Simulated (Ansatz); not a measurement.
# Ge4I: single point with PBE

The system is Ge4I.

```
CELL_PARAMETERS angstrom
2.72805 -1.75385 0.00000
2.76367 1.80877 0.00000
-1.13530 -0.01135 12.99068
ATOMIC_POSITIONS crystal
Ge 0.51819 0.51819 0.72253
Ge 0.84479 0.84479 0.57805
Ge 0.15521 0.15521 0.42195
Ge 0.48181 0.48181 0.27747
I 0.00000 0.00000 0.00000
```

The cell was built by a generator and needn't be a form met in nature.

The cell isn't the ideal one: strained by +2 %.

```
Program             : Ansatz 0.2.0
Task                : single point
Functional          : PBE
Potentials or basis : Ansatz PAW
Cutoff              : 420 eV (not typed: the program's choice for these potentials)
k mesh              : 7 × 7 × 2
Occupations         : fermi-dirac, width 0.05 eV
Spin                : no spin polarisation
```

| Property | Result |
| --- | --- |
| Pressure | 0.0 GPa |
| Largest force | 0.072 eV/Å |
| Band gap on the k mesh | none (metal or under the smearing width) |

Forces in eV/Å, atoms in the order of the input:
```
Ge  -0.001 -0.072  0.001
Ge  -0.032  0.024 -0.048
Ge   0.032 -0.024  0.048
Ge   0.001  0.072 -0.001
I    0.000  0.000  0.000
```

Stress tensor (GPa, compression positive):
```
-0.44  0.15 -0.15
 0.15  0.52 -0.46
-0.15 -0.46 -0.18
```

Levels at points of the mesh, in eV from the Fermi level:
```
            k point  band 34  band 35  band 36  band 37  band 38  band 39  band 40  band 41
 (0.00, 0.00, 0.00)     1.80     2.14     2.41     3.04     3.71     4.30     4.43     4.82
(0.00, 0.00, -0.50)     1.34     1.80     2.41     3.03     3.71     4.29     4.69     5.19
```

Wall time 6.8 s on 2 threads of Arm Neoverse V2, with other jobs on the host, peak memory 0.52 GiB.

Caveat: an odd number of electrons without spin polarisation forces a metal; a magnetic or distorted state may lie lower. Spin-orbit coupling is left out, which matters for the levels of I.
